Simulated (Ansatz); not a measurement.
# FGaH₂N−: an energy map over bond length N1–Ga2 and dihedral H4–N1–Ga2–F3

A grid of calculations on FGaH₂N, SMILES [NH-][GaH][F], charge −1, to see where the energy is lowest and how it rises around there.

Program: Ansatz 0.2.0. Level of theory: RKS PBE0-D4/def2-TZVPD. These are calculated values, not measurements.

### Step 1. The starting structure

SMILES `[NH-][GaH][F]`, 5 atoms, charge -1, spin multiplicity 1.

Atoms are counted from 1 here; the program's logs count them from 0.

Bond lengths: N1–Ga2 1.786 Å, N1–H4 1.037 Å, Ga2–F3 1.890 Å, Ga2–H5 1.595 Å. Angles: Ga2–N1–H4 110.1°, N1–Ga2–F3 127.2°, N1–Ga2–H5 129.9°, F3–Ga2–H5 102.9°.

Coordinates:

```xyz
5

N    -0.9277   -1.1186    0.0715
Ga    0.4025    0.0703    0.1424
F     0.4144    1.8163   -0.5822
H    -1.7359   -0.7183   -0.4405
H     1.8467   -0.0497    0.8088
```

This geometry comes from a loose relaxation at PBE in a small basis, which is not shown.

### Step 3. Plan of the scan

- bond length N1–Ga2: 9 values from 1.522 to 2.478 Å
- dihedral H4–N1–Ga2–F3: 10 values from −180 to 144 °, periodic

Nothing else is relaxed (all other coordinates rigid). Energies count from the relaxed molecule at the same level. Points are written as (first, second).

(The set-up runs are not shown.)

### Step 4. Point (1.761 Å, 0°)

input.yaml reads:

```yaml
crystal:
  periodic: [false, false, false]
  atoms:
    - { symbol: "N", position_ang: [-0.920837, -1.103278, 0.068064] }
    - { symbol: Ga, position_ang: [0.391693, 0.068656, 0.138459] }
    - { symbol: F, position_ang: [0.393209, 1.769619, -0.57151] }
    - { symbol: H, position_ang: [-1.714022, -0.701654, -0.438139] }
    - { symbol: H, position_ang: [1.830208, -0.050956, 0.802094] }
total_charge: -1
basis:
  gaussian: { orbitals: def2-TZVPD }
hamiltonian:
  xc: pbe0
  dispersion: d4
output:
  forces: true
```

On the command line:

```
ansatz run input.yaml --threads 1 --pin off --max-ram 2048MiB --backend cpu --events-out ev --progress --plain --runs-dir out
```

The session goes on with these runs: the other points that were computed.

Q: Predict the outcome of this session. Wanted: lowest point; highest computed point; largest force on an atom.

**Answer**, as computed:

| quantity | value |
| --- | --- |
| lowest point | (1.761 Å, 0°), 0.11 kJ/mol |
| highest computed point | (2.478 Å, −108°), 261 kJ/mol above the lowest |
| largest force on an atom (eV/Å) | 0.2 at (1.761 Å, 0°) to 12.9 at (1.522 Å, −180°); 0.2 at the lowest point |
| time for the whole task | 9.2 min on 1 thread, shared host |

The lowest computed point is at (1.761 Å, 0°), 0.11 kJ/mol from the relaxed molecule at the same level. The grid is coarse, so the lowest point of the scanned range may lie between grid points; coordinates that were held can hide deeper minima. There is a further well near (1.761 Å, −180°) (11 kJ/mol above the lowest at that grid point). The highest computed point, (2.478 Å, −108°), lies 261 kJ/mol above the lowest. On the interpolated surface the easiest way out of the lowest well to the well at (1.761 Å, −180°) passes a barrier of about 43 kJ/mol. Round the minimum the two coordinates are nearly uncoupled.
